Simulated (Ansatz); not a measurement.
# CsSi4Sb2: the cost of one run

Program: Ansatz 0.2.0. Level of theory: DFT PBE, scalar-relativistic, plane waves, PAW, unless a step names another level. These are calculated values, not measurements.

### Step 1. The starting structure

The structure is orthorhombic, space group Fmmm (No. 69). Conventional cell: a = 7.642 Å, b = 9.392 Å, c = 11.101 Å, α = 90.00°, β = 90.00°, γ = 90.00°. Cs (site symmetry mmm) has 12 Si at 3.73 to 4.17 Å and 8 Sb at 4.11 Å as nearest neighbours. Si (site symmetry m) has 2 Si at 2.34 to 2.39 Å and 2 Sb at 2.75 Å as nearest neighbours. Around Sb (site symmetry 222) lie 4 Si at 2.75 Å.

Structure file:

```xyz
7
Lattice="0.0000 5.5504 3.8210 4.6959 0.0000 3.8210 4.6959 5.5504 0.0000" Properties=species:S:1:pos:R:3 pbc="T T T"
Cs    4.6959    5.5504    0.6551
Si    3.5281    4.3546    4.4760
Si    5.8636    6.7462    4.4760
Si    5.8636    4.3546    4.4760
Si    3.5281    6.7462    4.4760
Sb    7.0438    8.3256    6.3864
Sb    2.3479    2.7752    2.5655
```

It came out lowest among 23 distinct ends of the trial cells. At a tolerance of 0.05 Å it has space group Fmmm (No. 69).

### Step 2. Tight relaxation for the response runs, on the response runs' mesh and smearing

Contents of input.yaml:

```yaml
crystal:
  lattice:
    - [0.0, 5.5504112656, 3.8209682083]
    - [4.6958816846, 0.0, 3.8209682083]
    - [4.6958816846, 5.5504112656, 0.0]
  atoms:
    - { symbol: Cs, position: [0.0857192266, 0.0857192266, 0.9142807734] }
    - { symbol: Si, position: [0.6023287411, 0.5690948599, 0.1822284172] }
    - { symbol: Si, position: [0.5690948599, 0.6023287411, 0.6463479818] }
    - { symbol: Si, position: [0.3536520182, 0.8177715828, 0.4309051401] }
    - { symbol: Si, position: [0.8177715828, 0.3536520182, 0.3976712589] }
    - { symbol: Sb, position: [0.8357083458, 0.8357083458, 0.6642916542] }
    - { symbol: Sb, position: [0.3357083458, 0.3357083458, 0.1642916542] }
basis:
  ecutwfc: 420
kpoints:
  mp_grid: { grid: [6, 6, 6] }
hamiltonian:
  xc: pbe
scf:
  occupations: { method: gaussian, width: 0.1 }
output:
  forces: true
  stress: true
  eigenvalues: true
relax:
  adjacent_minimum: "off"
  f_tol: 0.001
  max_steps: 60
  cell: { stress_tol: 0.01 }
```

On the command line:

```bash
$ ansatz run input.yaml --threads 3 --pin off --max-ram 7680MiB --backend cpu --events-out ev --progress --plain --runs-dir out
```

**Question.** How long does this run take on 3 threads of Arm Neoverse V2, shared host, and how much memory does it need?

About 36 s, with a peak of 0.65 GiB.
